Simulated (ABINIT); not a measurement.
# GeCN2 (R-3m) in ABINIT: single point with LDA

Aim: the single point of GeCN2 with LDA.

Everything below comes from runs of ABINIT 10.8.3 (patched build). Logs are shortened: lines on timing, memory, paths and dates and some standing lists are left out, and cuts for length are marked. The log counts tension as positive stress, the text compression.

### Step 1. Starting point

It takes space group R-3m (No. 166, trigonal). The conventional cell has a = 3.588 Å, b = 3.588 Å, c = 14.766 Å, α = 90.00°, β = 90.00°, γ = 120.00°. Ge (site symmetry -3m) is surrounded by 6 N at 2.40 Å. N (site symmetry 3m) has 1 C at 1.24 Å as nearest neighbours. C (site symmetry -3m) is surrounded by 2 N at 1.24 Å.

The cell comes from a database or a generator and needn't be the stable form of this composition.

### Step 2. Single point, LDA

Input file run.abi:

```
# Pseudopotentials
pp_dirpath "./"
pseudos "Ge.upf, N.upf, C.upf"

# Structure
acell 3*1.0
rprim
     3.3897725237     1.9570860790     9.3011511286
    -3.3897725237     1.9570860790     9.3011511286
     0.0000000000    -3.9141721581     9.3011511286
ntypat 3
znucl 32 7 6
natom 4
typat 1 2 2 3
xred
     0.0000000000     0.0000000000     0.0000000000
     0.5839044000     0.5839044000     0.5839044000
     0.4160956000     0.4160956000     0.4160956000
     0.5000000000     0.5000000000     0.5000000000

# Plane-wave basis
ecut 56.0

# k points
kptopt 1
ngkpt 7 7 7
nshiftk 1
shiftk 0.0 0.0 0.0

# Exchange and correlation
ixc 7

# Bands and occupations
nband 22
occopt 3
tsmear 0.00183747

# SCF cycle
nstep 100
tolvrs 1.0e-10

# Output
iomode 3
prtwf 0
prtden 0
prteig 0
prtebands 0
```

Potentials or basis: PseudoDojo NC SR LDA v0.4 stringent.

Command:

```bash
> abinit run.abi > log 2>&1
```

run.abo:

```text
.Version 10.8.3 of ABINIT
 Symmetries : space group R-3 m (#166); Bravais hR (rhombohedral)
================================================================================
 Values of the parameters that define the memory need of the present run
     intxc =       0    ionmov =       0      iscf =       7    lmnmax =       6
     lnmax =       6     mgfft =      72  mpssoang =       3    mqgrid =    3001
     natom =       4  nloc_mem =       1    nspden =       1   nspinor =       1
    nsppol =       1      nsym =      12    n1xccc =    2501    ntypat =       3
    occopt =       3   xclevel =       1
       mpw =        7447          nfft =      373248          nkpt =          44
================================================================================
================================================================================

--------------------------------------------------------------------------------
------------- Echo of variables that govern the present computation ------------
--------------------------------------------------------------------------------
 -outvars: echo values of preprocessed input variables --------
            acell      1.0000000000E+00  1.0000000000E+00  1.0000000000E+00 Bohr
              amu      7.26100000E+01  1.40067400E+01  1.20110000E+01
             ecut      5.60000000E+01 Hartree
              ixc           7
         kptrlatt        7    0    0      0    7    0      0    0    7
          kptrlen      4.74568153E+01
            natom           4
            nband          22
            ngfft          72      72      72
             nkpt          44
            nstep         100
             nsym          12
           ntypat           3
           occopt           3
           prtden           0
        prtebands           0
           prteig           0
            prtwf           0
            rprim      3.3897725237E+00  1.9570860790E+00  9.3011511286E+00
                      -3.3897725237E+00  1.9570860790E+00  9.3011511286E+00
                       0.0000000000E+00 -3.9141721581E+00  9.3011511286E+00
          spgroup         166
           tolvrs      1.00000000E-10
           tsmear      1.83747000E-03 Hartree
            typat      1  2  2  3
           xangst      0.0000000000E+00  0.0000000000E+00  0.0000000000E+00
                      -2.9627573285E-17 -3.0898893866E-11  8.6218574130E+00
                      -2.4149155403E-17 -2.2018824003E-11  6.1440142143E+00
                      -3.5851152458E-17 -2.6458627715E-11  7.3829358136E+00
            xcart      0.0000000000E+00  0.0000000000E+00  0.0000000000E+00
                      -5.5987999284E-17 -5.8390447001E-11  1.6292949207E+01
                      -4.5635289884E-17 -4.1609546980E-11  1.1610504179E+01
                      -6.7748859445E-17 -4.9999560048E-11  1.3951726693E+01
             xred      0.0000000000E+00  0.0000000000E+00  0.0000000000E+00
                       5.8390440000E-01  5.8390440000E-01  5.8390440000E-01
                       4.1609560000E-01  4.1609560000E-01  4.1609560000E-01
[... 138 lines left out ...]
    4     -0.00000000000000    -0.00000000002646     7.38293581362109

 cartesian forces (hartree/bohr) at end:
    1     -0.00000000000000    -0.00000000000000    -0.00000000000000
    2     -0.00000000000000     0.00000000000000    -0.00260519251722
    3      0.00000000000000    -0.00000000000000     0.00260519251722
    4     -0.00000000000000    -0.00000000000000    -0.00000000000000
 frms,max,avg= 1.0635654E-03 2.6051925E-03   0.000E+00  0.000E+00  0.000E+00 h/b

 cartesian forces (eV/Angstrom) at end:
    1     -0.00000000000000    -0.00000000000000    -0.00000000000000
    2     -0.00000000000000     0.00000000000000    -0.13396438550014
    3      0.00000000000000    -0.00000000000000     0.13396438550014
    4     -0.00000000000000    -0.00000000000000    -0.00000000000000
 frms,max,avg= 5.4690731E-02 1.3396439E-01   0.000E+00  0.000E+00  0.000E+00 e/A
 length scales=  1.000000000000  1.000000000000  1.000000000000 bohr
              =  0.529177210544  0.529177210544  0.529177210544 angstroms
 Fermi (or HOMO) energy (hartree) =   0.15731   Average Vxc (hartree)=  -0.37758
 Eigenvalues (hartree) for nkpt=  44  k points:
 kpt#   1, nband= 22, wtk=  0.00292, kpt=  0.0000  0.0000  0.0000 (reduced coord)
  -5.84742   -3.92375   -3.92361   -3.92361   -0.77069   -0.77038   -0.77038   -0.77012
  -0.77012   -0.55952   -0.48265   -0.25161   -0.05798   -0.05118   -0.05118    0.06517
   0.07064    0.07064    0.22966    0.25757    0.25757    0.31300
      occupation numbers for kpt#   1
   2.00000    2.00000    2.00000    2.00000    2.00000    2.00000    2.00000    2.00000
   2.00000    2.00000    2.00000    2.00000    2.00000    2.00000    2.00000    2.00000
   2.00000    2.00000    0.00000    0.00000    0.00000    0.00000
 prteigrs : prtvol=0 or 1, do not print more k-points.

--- !EnergyTerms
iteration_state     : {dtset: 1, }
comment             : Components of total free energy in Hartree
kinetic             :  1.51560331768570E+02
hartree             :  1.39209738936347E+02
xc                  : -3.51324776789638E+01
Ewald energy        : -1.29451841097621E+02
psp_core            :  3.65657020497182E+00
local_psp           : -3.62001475773794E+02
non_local_psp       : -7.40012764201105E+01
internal            : -3.06160430060600E+02
'-kT*entropy'       : -2.93348254189323E-08
total_energy        : -3.06160430089935E+02
total_energy_eV     : -8.33104971641288E+03
band_energy         : -4.56893399792914E+01
...

 Cartesian components of stress tensor (hartree/bohr^3)
  sigma(1 1)=  2.08696383E-04  sigma(3 2)=  3.61445841E-14
  sigma(2 2)=  2.08696383E-04  sigma(3 1)=  0.00000000E+00
  sigma(3 3)=  2.71419581E-04  sigma(2 1)=  0.00000000E+00

-Cartesian components of stress tensor (GPa)         [Pressure= -6.7552E+00 GPa]
- sigma(1 1)=  6.14005957E+00  sigma(3 2)=  1.06341038E-09
- sigma(2 2)=  6.14005957E+00  sigma(3 1)=  0.00000000E+00
- sigma(3 3)=  7.98543978E+00  sigma(2 1)=  0.00000000E+00

== END DATASET(S) ==============================================================
================================================================================

 -outvars: echo values of variables after computation  --------
            acell      1.0000000000E+00  1.0000000000E+00  1.0000000000E+00 Bohr
           etotal     -3.0616043009E+02
            fcart     -0.0000000000E+00 -0.0000000000E+00 -0.0000000000E+00
                      -9.7952449221E-19  3.8725533993E-19 -2.6051925172E-03
                       9.7952449221E-19 -3.8725533993E-19  2.6051925172E-03
                      -0.0000000000E+00 -0.0000000000E+00 -0.0000000000E+00
            rprim      3.3897725237E+00  1.9570860790E+00  9.3011511286E+00
                      -3.3897725237E+00  1.9570860790E+00  9.3011511286E+00
                       0.0000000000E+00 -3.9141721581E+00  9.3011511286E+00
           strten      2.0869638282E-04  2.0869638299E-04  2.7141958145E-04
                       3.6144584102E-14  0.0000000000E+00  0.0000000000E+00
           xangst      0.0000000000E+00  0.0000000000E+00  0.0000000000E+00
                      -2.9627573285E-17 -3.0898893866E-11  8.6218574130E+00
                      -2.4149155403E-17 -2.2018824003E-11  6.1440142143E+00
                      -3.5851152458E-17 -2.6458627715E-11  7.3829358136E+00
             xred      0.0000000000E+00  0.0000000000E+00  0.0000000000E+00
                       5.8390440000E-01  5.8390440000E-01  5.8390440000E-01
                       4.1609560000E-01  4.1609560000E-01  4.1609560000E-01
                       5.0000000000E-01  5.0000000000E-01  5.0000000000E-01
 Calculation completed.
```

Run time: 6.7 min. Hardware: 1 thread of Intel Xeon 6975P-C (Granite Rapids), shared host; peak memory 0.25 GiB.

What came out:

```
Free energy                                           : -8331.0497 eV
Pressure                                              : -6.8 GPa
Largest force                                         : 0.134 eV/Å
Band gap on the k mesh                                : 1.04 eV, indirect (least direct gap 1.83 eV)
Valence electrons inside the program's atomic spheres : Ge 19.38; N 5.47; C 5.16
```

Forces in eV/Å, atoms in the order of the input:
```
Ge   0.000  0.000  0.000
N    0.000  0.000 -0.134
N    0.000  0.000  0.134
C    0.000  0.000  0.000
```

Levels at points of the mesh, in eV from the valence-band top:
```tsv
k point	band 15	band 16	band 17	band 18	band 19	band 20	band 21	band 22
(0.00, 0.00, 0.00)	-5.12	-1.95	-1.80	-1.80	2.52	3.28	3.28	4.79
```

Caveat: an odd mesh through Γ misses points on the zone boundary, where band edges often lie.
